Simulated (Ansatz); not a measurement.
# ClHSZn: taking an electron away

One table from this session's results is given with a row withheld; the runs are named, their logs left out.

Method: unrestricted cation, the program's frozen cores in correlated methods; program: Ansatz 0.2.0, Gaussian basis.

Levels to be run: UKS PBE-D4/def2-TZVPP; UKS r2SCAN-D4/def2-TZVPP; UKS PBE0-D4/def2-TZVPP; UKS B3LYP-D4/def2-TZVPP; UKS wB97X-V/def2-TZVPP; UKS wB97M-V/def2-TZVPP; UKS B2PLYP (frozen core with 3s3p of Cu, Zn)/def2-TZVPP; UHF-CCSD(T) with 3s3p of Cu, Zn/def2-TZVPP; UHF-MP2 with 3s3p of Cu, Zn/def2-QZVPP; extrapolation to the limit; then −ε(HOMO) from the neutral's earlier runs with LDA (SPW92), PBE-D4, revPBE-D4, BLYP-D4, r2SCAN-D4, B97M-V, PBE0-D4, B3LYP-D4, r2SCANh-D4, r2SCAN0-D4, HSE06-D4, BHLYP-D4, CAM-B3LYP-D4, LC-ωPBE, ωB97X-V, ωB97M-V.

## Structure used throughout

An earlier PBE0-D4 in a triple-zeta def2 set relaxation fixed the geometry.

SMILES `[SH][Zn][Cl]`, 4 atoms, charge 0, spin multiplicity 1.

Atoms are counted from 1 here; the program's logs count them from 0.

Bond lengths: S1–Zn2 2.153 Å, S1–H4 1.345 Å, Zn2–Cl3 2.095 Å. Angles: Zn2–S1–H4 92.5°, S1–Zn2–Cl3 179.2°.

As a file:

```xyz
4

S    -0.52034    1.23602   -0.88290
Zn   -0.03070   -0.66904   -0.00857
Cl    0.43013   -2.53707    0.82126
H     0.17641    1.90969    0.04991
```

Set-up of the first run:

in.yaml reads:

```yaml
crystal:
  periodic: [false, false, false]
  atoms:
    - {symbol: S, position_ang: [-0.520342, 1.236021, -0.882898]}
    - {symbol: Zn, position_ang: [-0.030697, -0.669042, -0.008570]}
    - {symbol: Cl, position_ang: [0.430132, -2.537068, 0.821261]}
    - {symbol: H, position_ang: [0.176408, 1.909689, 0.049907]}
basis:
  gaussian: {orbitals: def2-TZVPP}
total_charge: 1
magnetization: {spin_polarized: true, initial_magnetization: 1}
hamiltonian: {xc: pbe, dispersion: d4}
```

Run with:

```bash
> ansatz run in.yaml --threads 4 --pin off --events-out ev --progress --plain --max-ram 10444MiB
```

Steps of the session up to this table: Cation, UKS PBE-D4/def2-TZVPP; Cation, UKS r2SCAN-D4/def2-TZVPP; Cation, UKS PBE0-D4/def2-TZVPP; Cation, UKS B3LYP-D4/def2-TZVPP; Cation, UKS wB97X-V/def2-TZVPP; Cation, UKS wB97M-V/def2-TZVPP; Cation, UKS B2PLYP (frozen core with 3s3p of Cu, Zn)/def2-TZVPP; Cation, UHF-CCSD(T) with 3s3p of Cu, Zn/def2-TZVPP; Cation, UHF-MP2 with 3s3p of Cu, Zn/def2-QZVPP.

One of the session's tables, all rows but one given; the rest of the session is left out.

Orbital estimates, from the neutral's runs:

```
  functional  −ε(HOMO) (eV)
 LDA (SPW92)           6.69
      PBE-D4           6.53
   revPBE-D4           6.47
     BLYP-D4           6.36
   r2SCAN-D4           6.81
      B97M-V           6.84
     PBE0-D4           7.74
    B3LYP-D4           7.48
  r2SCANh-D4           7.25
  r2SCAN0-D4           7.92
    HSE06-D4           7.33
    BHLYP-D4           8.78
CAM-B3LYP-D4           9.05
     LC-ωPBE          10.46
     ωB97X-V              ?
     ωB97M-V           9.92
```

**Question.** Estimate the row for ωB97X-V.

**Answer.** −ε(HOMO) (eV): 10.08. In the column «−ε(HOMO) (eV)» it lies between ωB97M-V (9.92) and LC-ωPBE (10.46).
